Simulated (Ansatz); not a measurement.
# AlBrCl2: the cost of one run

Method: PBE0-D4/def2-TZVP structures, single points in def2-TZVPP, no counterpoise correction; program: Ansatz 0.2.0, Gaussian basis.

Levels: SPW92, PBE-D4, BLYP-D4, r2SCAN-D4, B97M-V, PBE0-D4, B3LYP-D4, r2SCAN0-D4, BHLYP-D4, CAM-B3LYP-D4, wB97X-V, wB97M-V, B2PLYP, PBE-QIDH, RPA on PBE, Hartree-Fock, MP2, CCSD, CCSD(T).

Cores are frozen in the correlated methods. Filled d shells of the heavier atoms are correlated. B3LYP uses VWN-RPA correlation. B2PLYP carries no dispersion term here.

94 further runs of the same task are left out: 94 set aside as unsound or not needed.

## 1. The system as given

The complex: 6 atoms, charge 0, spin multiplicity 1.

Atoms are counted from 1 here; the program's logs count them from 0.

Bond lengths: Al1–Cl2 2.533 Å, Al1–Cl3 2.086 Å, Al1–Cl4 2.086 Å, Al1–Br6 2.268 Å, Cl2–H5 1.291 Å. Angles: Cl2–Al1–Cl3 99.9°, Cl2–Al1–Cl4 99.9°, Cl2–Al1–Br6 94.0°, Cl3–Al1–Cl4 118.6°, Cl3–Al1–Br6 117.9°, Cl4–Al1–Br6 117.9°, Al1–Cl2–H5 88.5°.

Geometry (Å):

```csv
atom,x (Å),y (Å),z (Å)
Al1,-0.64906,0.35035,-0.04666
Cl2,1.75379,-0.27281,-0.55001
Cl3,-1.52188,-0.06651,-1.89463
Cl4,-0.39315,2.34446,0.50885
H5,1.68152,-1.16557,0.37947
Br6,-0.87133,-1.19001,1.60288
```

Its parts: AlBrCl2 holds atoms 1, 3, 4, 6; HCl holds atoms 2, 5. Each part counts its atoms afresh in its own runs.

## 2. Relaxing AlBrCl2 alone

Contents of relax-a/in.yaml:

```yaml
crystal:
  periodic: [false, false, false]
  atoms:
    - {symbol: Al, position_ang: [-0.649059, 0.350346, -0.046663]}
    - {symbol: Cl, position_ang: [-1.521880, -0.066507, -1.894628]}
    - {symbol: Cl, position_ang: [-0.393145, 2.344456, 0.508846]}
    - {symbol: Br, position_ang: [-0.871334, -1.190013, 1.602882]}
basis:
  gaussian: {orbitals: def2-TZVP}
hamiltonian: {xc: pbe0, dispersion: d4}
relax: {f_tol: 0.005, max_steps: 200}
```

On the command line:

```sh
ansatz run in.yaml --threads 8 --pin off --events-out ev --progress --plain --max-ram 19148MiB
```

**Question.** How long does this run take on 8 threads of Arm Neoverse V1, shared host?

About 8 s.
